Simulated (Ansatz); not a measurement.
Run this with Ansatz's Python interface and show what comes out.

`cl2geh2se.py`:
```python
import ansatz as az
from ase import Atoms

atoms = Atoms(["Cl", "Ge", "Cl", "Se", "H", "H"], positions=[
    (-1.0569, 0.255, -1.9069),
    (-0.4242, -0.4174, 0.0062),
    (-1.441, 0.698, 1.5675),
    (1.9829, -0.0954, 0.1701),
    (-0.7525, -1.9288, 0.1313),
    (1.7337, 1.4246, -0.0144),
])

first = (
    az.Crystal.molecule_from_ase(atoms).calculation()
    .basis(gaussian="def2-SVP")
    .functional("cam_b3lyp")
    .relax(force_tolerance=0.02, max_steps=80)
)
atoms.positions = first.run(threads=1, backend="cpu").report["positions_ang"]

rows = []
for angle in [85, 95, 105, 115, 125, 140, 160]:
    bent = atoms.copy()
    bent.set_angle(1, 3, 5, angle, indices=[5])
    base = az.Crystal.molecule_from_ase(bent).calculation()
    base = base.basis(gaussian="def2-SVP")
    base = base.functional("cam_b3lyp")
    rows.append((angle, base.run(threads=1, backend="cpu").report["free_energy_ev"]))
floor = min(e for _, e in rows)
for angle, e in rows:
    print(f"angle Ge1-Se3-H5 = {angle:3d} deg   {1000 * (e - floor):9.1f} meV")
```

```console
$ python cl2geh2se.py
angle Ge1-Se3-H5 =  85 deg        27.4 meV
angle Ge1-Se3-H5 =  95 deg         0.0 meV
angle Ge1-Se3-H5 = 105 deg        79.9 meV
angle Ge1-Se3-H5 = 115 deg       257.7 meV
angle Ge1-Se3-H5 = 125 deg       522.4 meV
angle Ge1-Se3-H5 = 140 deg      1050.4 meV
angle Ge1-Se3-H5 = 160 deg      1862.6 meV
```

The scan is rigid, and the energies are electronic, in a modest basis. The zero is the lowest point of the grid, which needn't be the minimum. The whole script took 94 s on 1 thread of Arm Neoverse V1, on a shared host, peak memory 0.43 GiB.

(Lines on the test bed's own set-up are left out of the output.)
